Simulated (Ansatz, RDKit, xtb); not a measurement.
# C3H4BFN2: which of the isomers drawn lies lowest?

Which of a sample of isomers of C3H4BFN2 is the most stable in the gas at 298.15 K, and what are its properties? The sample is small against all isomers, and the most stable one of this formula need not be in it.

The funnel: GFN2-xTB relaxations, single points with a density functional, relaxations at PBE0-D3(BJ)/def2-SVP, harmonic vibrations (at GFN2-xTB), and a last energy at a higher level. All values are calculated.

## (1) Candidates

Isomers were taken from a list of plausible structures; this is a sample, not all of them. That gives 9 candidates.

| label | SMILES | spin |
| --- | --- | --- |
| c102 | Bc1c[nH]nc1F | singlet |
| c172 | Bn1ccc(F)n1 | singlet |
| c203 | Bc1[nH]ncc1F | singlet |
| c289 | Bc1cn[nH]c1F | singlet |
| c486 | Bc1cc(F)n[nH]1 | singlet |
| c536 | Bn1cc(F)cn1 | singlet |
| c980 | Bc1cc(F)[nH]n1 | singlet |
| c988 | Bc1n[nH]cc1F | singlet |
| c997 | Bn1nccc1F | singlet |

Candidates are built by distance geometry, with a force field where one applies, in up to four conformers (letters a to d).

## (2) First filter: tight binding

All 9 starts are relaxed the same way. One of them, c203a (taken from a list of positional isomers, embedded by distance geometry and UFF), in full:

The input, start.xyz:

```xyz
11
c203a
C     -2.221478     0.280731    -0.180842
C     -0.294872     0.558246    -1.190314
C     -1.683772     0.598037    -1.387693
B     -3.686099     0.186347     0.249704
F     -2.374169     0.908929    -2.477815
N     -1.160158     0.091341     0.693687
N      0.018591     0.251740     0.050898
H     -4.048979    -0.078796     1.346027
H     -4.536990     0.413420    -0.562568
H     -1.256673    -0.165625     1.722623
H      0.431846     0.769544    -2.002365
```

The run is started by

```
$ xtb start.xyz --gfn 2 --opt
```

What it wrote, shortened:

```text
* xtb version 6.7.1
[...]
          :  # basis functions                  32          :
[...]
          :  # electrons                        36          :
[...]
          :  Hamiltonian                  GFN2-xTB          :
[...]
          :  net charge                          0          :
          :  unpaired electrons                  0          :
[...]
   *** convergence criteria satisfied after 13 iterations ***
[...]
   *** GEOMETRY OPTIMIZATION CONVERGED AFTER 7 ITERATIONS ***
[...]
   *** convergence criteria satisfied after 3 iterations ***
[...]
         ::                     SUMMARY                     ::
         :::::::::::::::::::::::::::::::::::::::::::::::::::::
         :: total energy             -20.249650100567 Eh    ::
         :: gradient norm              0.000982148628 Eh/a0 ::
         :: HOMO-LUMO gap              3.198831702633 eV    ::
         ::.................................................::
         :: SCC energy               -20.470175529504 Eh    ::
         :: -> isotropic ES            0.034739849143 Eh    ::
         :: -> anisotropic ES          0.003616865561 Eh    ::
         :: -> anisotropic XC          0.006663444956 Eh    ::
         :: -> dispersion             -0.007027308295 Eh    ::
         :: repulsion energy           0.220525428937 Eh    ::
         :: add. restraining           0.000000000000 Eh    ::
         :: total charge              -0.000000000000 e     ::
         :::::::::::::::::::::::::::::::::::::::::::::::::::::
[...]
        18        2.0000           -0.4130226             -11.2389 (HOMO)
        19                         -0.2954677              -8.0401 (LUMO)
[...]
     #   Z          covCN         q      C6AA      α(0)
     1   6 C        2.927    -0.063    29.565     8.917
     2   6 C        3.067     0.006    27.821     8.649
     3   6 C        2.921     0.150    24.750     8.158
     4   5 B        2.784     0.220    18.005     7.094
     5   9 F        0.785    -0.214    11.379     3.985
     6   7 N        3.025     0.013    21.014     6.808
     7   7 N        1.999    -0.189    25.861     7.542
     8   1 H        0.939    -0.090     5.208     3.568
     9   1 H        0.940    -0.070     4.626     3.363
    10   1 H        0.860     0.179     1.219     1.730
    11   1 H        0.926     0.057     2.230     2.335
[...]
     #   Z sym  total        # sym  WBO       # sym  WBO       # sym  WBO
 ---------------------------------------------------------------------------
     1   6 C    3.916 --     3 C    1.366     6 N    1.225     4 B    1.103
                             7 N    0.151
     2   6 C    3.976 --     7 N    1.463     3 C    1.370    11 H    0.967
     3   6 C    3.876 --     2 C    1.370     1 C    1.366     5 F    0.974
     4   5 B    3.233 --     1 C    1.103     9 H    0.983     8 H    0.980
     5   9 F    1.112 --     3 C    0.974
     6   7 N    3.643 --     7 N    1.271     1 C    1.225    10 H    0.938
     7   7 N    2.998 --     2 C    1.463     6 N    1.271     1 C    0.151
     8   1 H    0.992 --     4 B    0.980
     9   1 H    0.995 --     4 B    0.983
    10   1 H    0.968 --     6 N    0.938
    11   1 H    0.996 --     2 C    0.967
 ---------------------------------------------------------------------------
[...]
molecular dipole:
                 x           y           z       tot (Debye)
 q only:        0.080      -0.234       0.920
   full:       -0.007      -0.223       0.873       2.291
molecular quadrupole (traceless):
[...]
          | TOTAL ENERGY              -20.249650100567 Eh   |
          | GRADIENT NORM               0.000982148628 Eh/α |
          | HOMO-LUMO GAP               3.198831702633 eV   |
           -------------------------------------------------
[...]
```

Run time: 0.087 s. Hardware: 2 threads of Intel Xeon Platinum 8259CL at 2.50GHz (Skylake/Cascade Lake), shared host.

## (3) Distinct minima at GFN2-xTB

9 of the 9 relaxations converged. 9 distinct structures remain:

| label | start | SMILES after | spin | energy (kcal/mol) |
| --- | --- | --- | --- | --- |
| c172a | drawn | Bn1ccc(F)n1 | singlet | 0.0 |
| c997a | drawn | Bn1nccc1F | singlet | 1.7 |
| c536a | drawn | Bn1cc(F)cn1 | singlet | 2.8 |
| c486a | drawn | Bc1cc(F)n[nH]1 | singlet | 19.9 |
| c203a | drawn | Bc1[nH]ncc1F | singlet | 21.0 |
| c102a | drawn | Bc1c[nH]nc1F | singlet | 21.2 |
| c289a | drawn | Bc1cn[nH]c1F | singlet | 22.3 |
| c980a | drawn | Bc1cc(F)[nH]n1 | singlet | 25.5 |
| c988a | drawn | Bc1n[nH]cc1F | singlet | 25.7 |

## (4) Screening with a density functional

A choice of the minima (the low ones first, few conformers of a pattern, up to a cap) and the lowest that fell apart get a single point at r2SCAN-D4/def2-SVP on the tight-binding geometry, and one at HF/STO-3G for comparison. The lowest singlets are also tried as triplets at the same geometry (label ending in t). The first, c172a:

The input, input.yaml:

```yaml
crystal:
  periodic: [false, false, false]
  atoms:
    - {symbol: C, position_ang: [-1.390622, 0.198669, 0.501257]}
    - {symbol: C, position_ang: [-0.295319, 0.254880, -0.303069]}
    - {symbol: C, position_ang: [-0.856077, 0.459439, -1.593082]}
    - {symbol: B, position_ang: [-3.866293, 0.367678, 0.146519]}
    - {symbol: F, position_ang: [-0.168818, 0.579875, -2.717510]}
    - {symbol: N, position_ang: [-2.515239, 0.360159, -0.273480]}
    - {symbol: "N", position_ang: [-2.154914, 0.520383, -1.570421]}
    - {symbol: H, position_ang: [-4.081976, 0.223050, 1.284000]}
    - {symbol: H, position_ang: [-4.690166, 0.518013, -0.660719]}
    - {symbol: H, position_ang: [-1.475092, 0.057569, 1.559668]}
    - {symbol: H, position_ang: [0.740698, 0.169276, -0.053068]}
basis:
  gaussian:
    orbitals: def2-SVP
total_charge: 0
hamiltonian:
  xc: r2scan
  dispersion: d4
scf:
  lower_state_search: "off"
output: {orbitals: {seedname: orbitals}}
```

The run is started by

```
$ ansatz run input.yaml --threads 2 --pin off --max-ram 5220MiB --events-out events.jsonl --progress --plain --runs-dir runs
```

What it wrote, shortened:

```text
Warning: RAYON_NUM_THREADS=2 ignored (pool sized by the plan → 2); use --threads N
Functional definition: r2SCAN
  name "r2SCAN"
[...]
1352 factors; their error is unknown
[...]
mean field -9536.35506170 eV, -350.4545845439 hartree, gradient 2.1e-6 eV, S^2 0.000000; 0 other end points of the search recorded, 0 dependent functions left out
reference -9536.35507071 eV, -350.4545848748 hartree; 25, 25 occupied and 93, 93 virtual orbitals, 1352 factors
Total energy: -9536.41952566 eV, -350.4569535508 hartree
Checks for a lower state left out: stability, starts, cluster_reference, orbital_swaps, neighbouring_geometries, increment
```

Wall time 2.3 s (2 threads of Intel Xeon Platinum 8259CL at 2.50GHz (Skylake/Cascade Lake), shared host); peak memory 0.16 GiB.

Relative energies in kcal/mol, each column from its lowest structure that stays in one piece:

| label | SMILES | spin | GFN2-xTB | HF/STO-3G | r2SCAN-D4/def2-SVP |
| --- | --- | --- | --- | --- | --- |
| c172a | Bn1ccc(F)n1 | singlet | 0.0 | 0.0 | 0.0 |
| c997a | Bn1nccc1F | singlet | 1.7 | 0.5 | 4.0 |
| c536a | Bn1cc(F)cn1 | singlet | 2.8 | 3.7 | 6.8 |
| c102a | Bc1c[nH]nc1F | singlet | 21.2 | 23.4 | 13.6 |
| c486a | Bc1cc(F)n[nH]1 | singlet | 19.9 | 25.0 | 14.0 |
| c289a | Bc1cn[nH]c1F | singlet | 22.3 | 23.0 | 16.9 |
| c203a | Bc1[nH]ncc1F | singlet | 21.0 | 25.2 | 17.0 |
| c980a | Bc1cc(F)[nH]n1 | singlet | 25.5 | 28.4 | 22.5 |
| c988a | Bc1n[nH]cc1F | singlet | 25.7 | 29.6 | 22.7 |
| c997at | Bn1nccc1F | triplet | – | – | 87.6 |
| c172at | Bn1ccc(F)n1 | triplet | – | – | 88.1 |
| c536at | Bn1cc(F)cn1 | triplet | – | – | 89.3 |

## (5) Third filter: density-functional geometries

6 candidates are relaxed at PBE0-D3(BJ)/def2-SVP (chosen among the lowest in one piece). The first, c172a:

input.yaml: that of step 4 with these lines changed.

```diff
@@ -8,4 +8,4 @@
     - {symbol: F, position_ang: [-0.168818, 0.579875, -2.717510]}
-    - {symbol: N, position_ang: [-2.515239, 0.360159, -0.273480]}
-    - {symbol: "N", position_ang: [-2.154914, 0.520383, -1.570421]}
+    - {symbol: "N", position_ang: [-2.515239, 0.360159, -0.273480]}
+    - {symbol: N, position_ang: [-2.154914, 0.520383, -1.570421]}
     - {symbol: H, position_ang: [-4.081976, 0.223050, 1.284000]}
@@ -17,8 +17,8 @@
     orbitals: def2-SVP
-total_charge: 0
 hamiltonian:
-  xc: r2scan
-  dispersion: d4
+  xc: pbe0
+  dispersion: d3bj
 scf:
   lower_state_search: "off"
-output: {orbitals: {seedname: orbitals}}
+relax:
+  f_tol: 0.006
```

The run is started by

```
$ ansatz run input.yaml --threads 2 --pin off --max-ram 5220MiB --events-out events.jsonl --progress --plain --runs-dir runs
```

What it wrote, shortened:

```text
Warning: RAYON_NUM_THREADS=2 ignored (pool sized by the plan → 2); use --threads N
[...]
Functional definition: PBE0
  name "PBE0"
[...]
1350 factors; integrals over basis functions are off by at most 3.8e-4 eV
[...]
mean field -9530.96233930 eV, -350.2564056510 hartree, gradient 7.0e-6 eV, S^2 0.000000; 0 other end points of the search recorded, 0 dependent functions left out
[...]
reference -9530.96236380 eV, -350.2564065512 hartree; 25, 25 occupied and 93, 93 virtual orbitals, 1350 factors
relax step   1: F+E_penalty+E_count = -9531.17408374 eV  Δ(F+E_penalty+E_count) = +0.000e0 eV  max|allowed force component| = 9.699e-1 eV/Å  Δτ_max = 0.0000 Å  (16 SCF iters, accepted)
[...]
relax step   6: F+E_penalty+E_count = -9531.24342748 eV  Δ(F+E_penalty+E_count) = -1.233e-5 eV  max|allowed force component| = 7.418e-3 eV/Å  Δτ_max = 0.0013 Å  (14 SCF iters, accepted)
[...]
Atom 2 at    -0.859609     0.460034    -1.596743 Å, force    -0.000560    -0.000491    -0.001695 eV/Å
Atom 3 at    -3.864627     0.368841     0.139228 Å, force    -0.000521     0.001101     0.000088 eV/Å
Atom 4 at    -0.175681     0.578902    -2.708660 Å, force     0.000260     0.000114     0.000061 eV/Å
Atom 5 at    -2.507205     0.361713    -0.290664 Å, force     0.000315     0.000479    -0.003768 eV/Å
Atom 6 at    -2.154664     0.523664    -1.597992 Å, force     0.000592    -0.000413     0.002764 eV/Å
Atom 7 at    -4.057470     0.216611     1.318236 Å, force     0.000290    -0.000293     0.000495 eV/Å
Atom 8 at    -4.727007     0.523149    -0.678945 Å, force    -0.000558    -0.000249    -0.000141 eV/Å
Atom 9 at    -1.487084     0.055791     1.577233 Å, force     0.000851    -0.000198     0.000220 eV/Å
Atom 10 at     0.759334     0.167319    -0.041247 Å, force     0.000409     0.000176    -0.000276 eV/Å
Dipole moment:     0.222510    -0.090655     0.581550 e Å
Checks for a lower state left out: stability, starts, cluster_reference, orbital_swaps, neighbouring_geometries, increment
```

Wall time 23 s (2 threads of Intel Xeon Platinum 8259CL at 2.50GHz (Skylake/Cascade Lake), shared host); peak memory 0.26 GiB.

Energy change by step (eV): 0.0000, -0.0637, -0.0692, -0.0693, -0.0693, -0.0693, -0.0693.

After the run. Bond lengths: C1–C2 1.363 Å, C2–C3 1.427 Å, C3–F5 1.311 Å, C1–N6 1.381 Å, B4–N6 1.424 Å, C3–N7 1.297 Å, N6–N7 1.364 Å, B4–H8 1.204 Å, B4–H9 1.199 Å, C1–H10 1.088 Å, C2–H11 1.086 Å. Some angles: C1–C2–C3 102.8°, C2–C1–N6 107.9°, C2–C3–F5 125.0°, C2–C3–N7 113.9°, F5–C3–N7 121.1°, C1–N6–B4 126.8°, C1–N6–N7 110.8°, B4–N6–N7 122.4°, C3–N7–N6 104.6°, C1–C2–H11 129.2°.

## (6) The relaxed candidates

| label | spin | r2SCAN-D4/def2-SVP (kcal/mol) | PBE0-D3(BJ)/def2-SVP, relaxed (kcal/mol) | time |
| --- | --- | --- | --- | --- |
| c172a | singlet | 0.0 | 0.0 | 23 s |
| c997a | singlet | 4.0 | 4.1 | 20 s |
| c536a | singlet | 6.8 | 6.6 | 20 s |
| c102a | singlet | 13.6 | 13.6 | 20 s |
| c486a | singlet | 14.0 | 14.5 | 23 s |
| c289a | singlet | 16.9 | 16.7 | 20 s |

c172a: Bond lengths: C1–C2 1.363 Å, C2–C3 1.427 Å, C3–F5 1.311 Å, C1–N6 1.381 Å, B4–N6 1.424 Å, C3–N7 1.297 Å, N6–N7 1.364 Å, B4–H8 1.204 Å, B4–H9 1.199 Å, C1–H10 1.088 Å, C2–H11 1.086 Å. Some angles: C1–C2–C3 102.8°, C2–C1–N6 107.9°, C2–C3–F5 125.0°, C2–C3–N7 113.9°, F5–C3–N7 121.1°, C1–N6–B4 126.8°, C1–N6–N7 110.8°, B4–N6–N7 122.4°, C3–N7–N6 104.6°, C1–C2–H11 129.2°.

c997a: Bond lengths: C1–C2 1.430 Å, C2–C3 1.360 Å, C3–F5 1.307 Å, C3–N6 1.377 Å, B4–N6 1.426 Å, C1–N7 1.307 Å, N6–N7 1.369 Å, B4–H8 1.198 Å, B4–H9 1.201 Å, C1–H10 1.091 Å, C2–H11 1.086 Å. Some angles: C1–C2–C3 102.6°, C2–C1–N7 112.9°, C2–C3–F5 130.5°, C2–C3–N6 109.5°, F5–C3–N6 120.0°, C3–N6–B4 128.2°, C3–N6–N7 109.2°, B4–N6–N7 122.6°, C1–N7–N6 105.7°, C1–C2–H11 129.5°.

c536a: Bond lengths: C1–C2 1.363 Å, C2–C3 1.426 Å, C2–F5 1.318 Å, C1–N6 1.382 Å, B4–N6 1.425 Å, C3–N7 1.308 Å, N6–N7 1.361 Å, B4–H8 1.199 Å, B4–H9 1.204 Å, C1–H10 1.086 Å, C3–H11 1.090 Å. Some angles: C1–C2–C3 106.1°, C1–C2–F5 127.9°, C3–C2–F5 126.1°, C2–C1–N6 105.8°, C2–C3–N7 110.6°, C1–N6–B4 127.3°, C1–N6–N7 111.3°, B4–N6–N7 121.4°, C3–N7–N6 106.2°, C2–C1–H10 131.9°.

c102a: Bond lengths: C1–C2 1.400 Å, C1–C3 1.428 Å, C1–B4 1.519 Å, C3–F5 1.310 Å, C2–N6 1.337 Å, C3–N7 1.307 Å, N6–N7 1.345 Å, B4–H8 1.210 Å, B4–H9 1.207 Å, C2–H10 1.089 Å, N6–H11 1.013 Å. Some angles: C1–C2–N6 107.4°, C2–C1–C3 101.1°, C2–C1–B4 128.4°, C3–C1–B4 130.5°, C1–C3–F5 125.6°, C1–C3–N7 114.4°, F5–C3–N7 120.0°, C2–N6–N7 113.8°, C3–N7–N6 103.3°, C1–C2–H10 130.3°.

[end of part 1 of 2]
